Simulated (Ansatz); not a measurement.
This script makes a formation energy from the elements of CdCo3N and its elements with Ansatz 0.2.0, Python API.

The script, `formation_cdco3n.py`:
```python
'''Heat of formation of CdCo3N at zero temperature, after relaxing atoms and volume at fixed cell shape.'''

from collections import Counter
import warnings

import ansatz
import numpy as np

SETTINGS = {
    'cutoff_ev': 380,
    'kspacing': 0.26,
    'filling': 'fermi_dirac',
    'smearing_width': 0.05,
}

PHASES = {
    'CdCo3N': (
        [(3.8419, 0.0, 0.0), (0.0, 3.8419, 0.0), (0.0, 0.0, 3.8419)],
        [
            ('Cd', (0.0, 0.0, 0.0)),
            ('Co', (0.0, 0.5, 0.5)),
            ('Co', (0.5, 0.0, 0.5)),
            ('Co', (0.5, 0.5, 0.0)),
            ('N', (0.5, 0.5, 0.5)),
        ],
    ),
    'Cd': (
        [(2.97887, 0.0, 0.0), (-1.48944, 2.57978, 0.0), (0.0, 0.0, 5.61765)],
        [
            ('Cd', (1 / 3, 2 / 3, 0.25)),
            ('Cd', (2 / 3, 1 / 3, 0.75)),
        ],
    ),
    'Co': (
        [(2.5074, 0.0, 0.0), (-1.2537, 2.17147, 0.0), (0.0, 0.0, 4.0699)],
        [
            ('Co', (1 / 3, 2 / 3, 0.25)),
            ('Co', (2 / 3, 1 / 3, 0.75)),
        ],
    ),
    'N2': (
        [(9.0, 0.0, 0.0), (0.0, 9.5, 0.0), (0.0, 0.0, 10.0)],
        [
            ('N', (0.5, 0.5, 0.4445)),
            ('N', (0.5, 0.5, 0.5555)),
        ],
    ),
}
MOMENTS = {'Co': 2.5}  # parallel starting moments in muB


def build(vectors, sites):
    crystal = ansatz.Crystal(lattice=ansatz.Lattice.of(vectors))
    for symbol, position in sites:
        crystal = crystal.atom(symbol, position)
    return crystal

POLARISED = {'CdCo3N', 'Co'}

GASES = {'N2'}


def compute(name, crystal):
    calc = crystal.calculation()
    calc = calc.basis(SETTINGS['cutoff_ev']).accuracy('medium')
    calc = calc.eigensolver('davidson', mixed_precision=False)
    calc = calc.functional(ansatz.Functional.LDA)
    calc = calc.kpoints(spacing=SETTINGS['kspacing'])
    calc = calc.occupations(SETTINGS['filling'], width=SETTINGS['smearing_width'])
    calc = calc.stress()
    if name in POLARISED:
        calc = calc.spin('collinear')
    if name in GASES:
        return calc.kpoints(1, 1, 1).relax(force_tolerance=0.01, max_steps=60).run()
    calc = calc.relax(force_tolerance=0.01, max_steps=60, fix_cell=['shape'])
    return calc.run()


def counts(outcome):
    return Counter(site.symbol for site in outcome.lattice.sites)

def formation_energy(outcome, mu):
    n = counts(outcome)
    return (outcome.report['energy_sigma0_ev'] - sum(k * mu[element] for element, k in n.items())) / sum(n.values())


def volume_per_atom(outcome):
    return abs(np.linalg.det(outcome.lattice.cell_ang)) / len(outcome.lattice.sites)


def main() -> None:
    warnings.simplefilter('ignore', ansatz.DeckWarning)

    phases = {name: build(*cell) for name, cell in PHASES.items()}
    for name in ['CdCo3N', 'Co']:
        phases[name] = phases[name].moments({e: m for e, m in MOMENTS.items() if e in phases[name].species()})

    done = {name: compute(name, crystal) for name, crystal in phases.items()}

    # energy of one atom in its reference phase
    references = {'Cd': 'Cd', 'Co': 'Co', 'N': 'N2'}
    mu = {element: done[name].report['energy_sigma0_ev'] / len(done[name].lattice.sites) for element, name in references.items()}

    target = done['CdCo3N']
    heat = formation_energy(target, mu)
    for element, value in mu.items():
        print(f'mu({element}) = {value:.4f} eV from {references[element]}, {volume_per_atom(done[references[element]]):.2f} A^3/atom')
    print(f'formation energy of CdCo3N: {heat:.4f} eV/atom = {96.4853 * heat:.1f} kJ/mol of atoms')
    # gas references are bare DFT energies, without zero-point or fitted corrections


if __name__ == '__main__':
    main()
```

Is CdCo3N bound against its elements at this level, and by how much?

The formation energy is -0.158 eV an atom (-15.3 kJ per mole of atoms), so CdCo3N lies below the reference phases.

What the script printed:

```console
$ python formation_cdco3n.py
mu(Cd) = -8117.8921 eV from Cd, 20.05 A^3/atom
mu(Co) = -5062.7574 eV from Co, 9.98 A^3/atom
mu(N) = -373.5536 eV from N2, 427.50 A^3/atom
formation energy of CdCo3N: -0.1582 eV/atom = -15.3 kJ/mol of atoms
```

These settings explore the input space; cutoff and mesh may be short of convergence. The cutoff lies under the one recommended for these potentials. The magnetic order follows from the starting moments and needn't be the lowest. For the metals among these phases the mesh is modest: differences between phases can be off by up to 40 meV an atom. The program warned that this SCF threshold is loose for forces or stresses. Atoms and volume are relaxed with the cell's shape held, which in cells of lower than cubic symmetry can hide stresses and shift volumes. The cells come from databases of deposited and of computed structures, and not all need be stable phases. The compound is the structure given, not necessarily its lowest; energies are at zero temperature, with no correction for gases. Magnetic phases start from parallel moments and may not end in their lowest magnetic state. A semilocal functional's error on such energies is often 0.05 to 0.1 eV an atom, and 0.1 to 0.3 eV against gases such as O2 or F2. The script silences the warnings on its input, which a real study should read. Run time: 4.8 min on 1 thread of Arm Neoverse N1, with other jobs on the host, peak memory 0.52 GiB.
